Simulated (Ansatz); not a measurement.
# Al2F6: how energies converge with the basis set

The task here is to estimate one member of a computed series from the others.

Method: one geometry, several basis sets; program: Ansatz 0.2.0, Gaussian basis.

Levels to be run: PBE0-D4/def2-SVP; ωB97M-V/def2-SVP; PBE0-D4/def2-QZVPP; ωB97M-V/def2-QZVPP; the functionals' def2-TZVPP values are taken from earlier runs.

## Structure used throughout

The geometry comes from an earlier relaxation with PBE0-D4 in a triple-zeta def2 set; it is a stationary point, not always the lowest conformer.

SMILES `[F][Al-]1([F])[F+][Al-]([F])([F])[F+]1`, 8 atoms, charge 0, spin multiplicity 1.

Atoms are counted from 1 here; the program's logs count them from 0.

Bond lengths: F1–Al2 1.628 Å, Al2–F3 1.628 Å, Al2–F4 1.798 Å, Al2–F8 1.798 Å, F4–Al5 1.798 Å, Al5–F6 1.628 Å, Al5–F7 1.628 Å, Al5–F8 1.798 Å. Angles: F1–Al2–F3 124.0°, F1–Al2–F4 110.9°, F1–Al2–F8 110.9°, F3–Al2–F4 110.9°, F3–Al2–F8 110.9°, F4–Al2–F8 80.9°, Al2–F4–Al5 99.1°, F4–Al5–F6 110.9°, F4–Al5–F7 110.9°, F4–Al5–F8 80.9°, F6–Al5–F7 124.0°, F6–Al5–F8 110.9°, F7–Al5–F8 110.9°, Al2–F8–Al5 99.1°.

Coordinates:

```mol
Al2F6
  3D, bonds by distance, orders not assigned

  8  8  0  0  0  0  0  0  0  0999 V2000
    2.4096   -0.6742    0.5938 F   0  0
    0.7964   -0.8057    0.7670 Al  0  0
    0.0736   -1.8377    1.7975 F   0  0
    0.0229    0.8163    0.8336 F   0  0
   -0.7965    0.8057   -0.7670 Al  0  0
   -2.4096    0.6743   -0.5939 F   0  0
   -0.0734    1.8376   -1.7975 F   0  0
   -0.0230   -0.8163   -0.8336 F   0  0
  1  2  8  0
  2  3  8  0
  2  4  8  0
  4  5  8  0
  5  6  8  0
  5  7  8  0
  5  8  8  0
  2  8  8  0
M  END
```

The first run:

in.yaml reads:

```yaml
crystal:
  periodic: [false, false, false]
  atoms:
    - {symbol: F, position_ang: [2.409609, -0.674160, 0.593787]}
    - {symbol: Al, position_ang: [0.796448, -0.805705, 0.767017]}
    - {symbol: F, position_ang: [0.073574, -1.837743, 1.797527]}
    - {symbol: F, position_ang: [0.022930, 0.816250, 0.833611]}
    - {symbol: Al, position_ang: [-0.796459, 0.805691, -0.767014]}
    - {symbol: F, position_ang: [-2.409643, 0.674337, -0.593861]}
    - {symbol: F, position_ang: [-0.073408, 1.837629, -1.797501]}
    - {symbol: F, position_ang: [-0.023040, -0.816307, -0.833557]}
basis:
  gaussian: {orbitals: def2-SVP}
hamiltonian: {xc: pbe0, dispersion: d4}
output: {orbitals: {seedname: orbitals}}
```

The run is started by

```
$ ansatz run in.yaml --threads 4 --pin off --events-out ev --progress --plain --max-ram 11315MiB
```

Steps of the session up to this table: PBE0-D4 in def2-SVP; ωB97M-V in def2-SVP; PBE0-D4 in def2-QZVPP; ωB97M-V in def2-QZVPP.

One of the session's tables, all rows but one given; the rest of the session is left out.

It belongs to the step «Functionals by basis». 

| functional | basis | HOMO (eV) |
| --- | --- | --- |
| PBE0-D4 | def2-SVP | -11.79 |
| PBE0-D4 | def2-TZVPP | -11.99 |
| PBE0-D4 | def2-QZVPP | ? |
| ωB97M-V | def2-SVP | -14.29 |
| ωB97M-V | def2-TZVPP | -14.54 |
| ωB97M-V | def2-QZVPP | -14.59 |

Estimate the missing values for PBE0-D4, def2-QZVPP.

The run gave: HOMO (eV): -12.03. In the column «HOMO (eV)» it lies between ωB97M-V, def2-SVP (-14.29) and PBE0-D4, def2-TZVPP (-11.99).
